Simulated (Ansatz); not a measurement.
Working through a comparison of functionals at one structure of GeCN₂, space group R-3m

With Ansatz 0.2.0, Python API.

Input file `POSCAR`:
```text
GeCN2
1.0
   1.79379037    1.03564535    4.92195721
  -1.79379037    1.03564535    4.92195721
   0.00000000   -2.07129071    4.92195721
Ge C N
1 1 2
Direct
   0.00000000    0.00000000    0.00000000
   0.50000000    0.50000000    0.50000000
   0.41609560    0.41609560    0.41609560
   0.58390440    0.58390440    0.58390440
```

Typed at the interpreter:
```pycon
>>> import ansatz as az
>>> from ase.io import read
>>> from tabulate import tabulate
>>> params = {
...     "mesh": (6, 6, 6),
...     "occupations": "Fixed",
... }
>>> atoms = read("POSCAR", format="vasp")
>>> gecn2 = az.Crystal.from_ase(atoms)
>>> calculation = (
...     gecn2.calculation()
...     .kpoints(*params["mesh"])
...     .occupations(params["occupations"])
...     .stress()
... )
>>> rows = []
>>> for value in ["r2scan", "lda", "rpbe", "pbe"]:
...     data = calculation.functional(value).run(threads=1, backend="cpu").report
...     rows.append((value, data["free_energy_ev"] / len(data["lattice"]["sites"]), data["n_iterations"], sum(data["stress_gpa"][i][i] for i in range(3)) / 3, data["n_kpoints"]))
...
DeckWarning: basis.ecutwfc = 500 eV, auto-derived from the records' recommended cutoffs: set by Ge (their level for a meta-GGA)
DeckWarning: basis.ecutwfc = 420 eV, auto-derived from the records' recommended cutoffs: set by Ge (normal level)
>>> print(tabulate(rows, headers=["functional", "F/atom (eV)", "iterations", "P (GPa)", "k-points"], floatfmt=".4f", tablefmt="grid"))
+--------------+---------------+--------------+-----------+------------+
| functional   |   F/atom (eV) |   iterations |   P (GPa) |   k-points |
+==============+===============+==============+===========+============+
| r2scan       |    -1330.6610 |            8 |   -3.2211 |         32 |
+--------------+---------------+--------------+-----------+------------+
| lda          |    -1301.2733 |            7 |   -6.6519 |         32 |
+--------------+---------------+--------------+-----------+------------+
| rpbe         |    -1330.6938 |            7 |    2.9506 |         32 |
+--------------+---------------+--------------+-----------+------------+
| pbe          |    -1328.1528 |            7 |    0.0375 |         32 |
+--------------+---------------+--------------+-----------+------------+
```

From lowest to highest: LDA (-6.7 GPa), r2SCAN (-3.2 GPa), PBE (0.0 GPa) and RPBE (3.0 GPa). At a fixed cell a lower pressure usually means a smaller equilibrium volume, so LDA prefers the smallest cell and RPBE the largest. Gaps by band count in the reports: r2SCAN 1.13 eV, LDA 0.89 eV, RPBE 1.17 eV and PBE 1.04 eV (Kohn-Sham values on this mesh, as a rule under measured gaps).

Notes:
- Pressure is positive in compression.
- The structure comes from a database of computed cells and needn't be a stable or known phase.
- Warnings are shown shortened and without file and line.
- Total energies of different functionals can't be compared; pressures, moments and gaps at this one structure can.
- By the engine's processor time: 7.5 s on 1 thread of Intel(R) Xeon(R) Processor @ 2.30GHz, on a shared host, peak memory 0.71 GiB.
